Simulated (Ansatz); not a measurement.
# Cl4FGeH: the cost of one run

Computed with Ansatz 0.2.0, Gaussian basis. Level: PBE0-D4, def2-SVP first, then def2-TZVP.

152 further runs of the same task are left out: 152 set aside as unsound or not needed.

## 1. The system as given

The guess: 7 atoms, charge 0, spin multiplicity 1.

Atoms are counted from 1 here; the program's logs count them from 0.

Bond lengths: Ge1–Cl2 2.487 Å, Ge1–Cl3 2.159 Å, Ge1–Cl4 2.116 Å, Ge1–Cl5 2.116 Å, Cl2–H6 1.422 Å. Angles: Cl2–Ge1–Cl3 90.6°, Cl2–Ge1–Cl4 115.1°, Cl2–Ge1–Cl5 114.6°, Cl3–Ge1–Cl4 106.3°, Cl3–Ge1–Cl5 106.4°, Cl4–Ge1–Cl5 118.9°, Ge1–Cl2–H6 71.8°.

As a file:

```xyz
7
Cl4FGeH
Ge   -0.6107    0.0034    0.1812
Cl    1.2245    1.2848   -0.9034
Cl   -1.9641    1.6623   -0.1006
Cl   -0.4146   -0.2528    2.2722
Cl   -1.3761   -1.5933   -0.9768
H     1.7348    0.0136   -0.5229
F     1.4063   -1.1180    0.0502
```

Distances that are to change: Ge1–F7 2.31 Å, Cl2–H6 1.42 Å, Ge1–Cl2 2.49 Å, H6–F7 1.31 Å.

## 2. Constrained relaxation of the guess

Contents of hold/in.yaml:

```yaml
crystal:
  periodic: [false, false, false]
  atoms:
    - {symbol: Ge, position_ang: [-0.610700, 0.003400, 0.181200]}
    - {symbol: Cl, position_ang: [1.224500, 1.284800, -0.903400]}
    - {symbol: Cl, position_ang: [-1.964100, 1.662300, -0.100600]}
    - {symbol: Cl, position_ang: [-0.414600, -0.252800, 2.272200]}
    - {symbol: Cl, position_ang: [-1.376100, -1.593300, -0.976800]}
    - {symbol: H, position_ang: [1.734800, 0.013600, -0.522900]}
    - {symbol: F, position_ang: [1.406300, -1.118000, 0.050200]}
basis:
  gaussian: {orbitals: def2-SVP}
hamiltonian: {xc: pbe0, dispersion: d4}
relax: {f_tol: 0.04, max_steps: 150, escape_saddle: false, constraints: [{distance: [0, 6]}, {distance: [1, 5]}, {distance: [0, 1]}, {distance: [5, 6]}]}
```

On the command line:

```bash
$ ansatz run in.yaml --threads 8 --pin off --events-out ev --progress --plain --max-ram 19148MiB
```

**Question.** How long does this run take on 8 threads of Intel Xeon at 2.50GHz, shared host?

About 12 s.
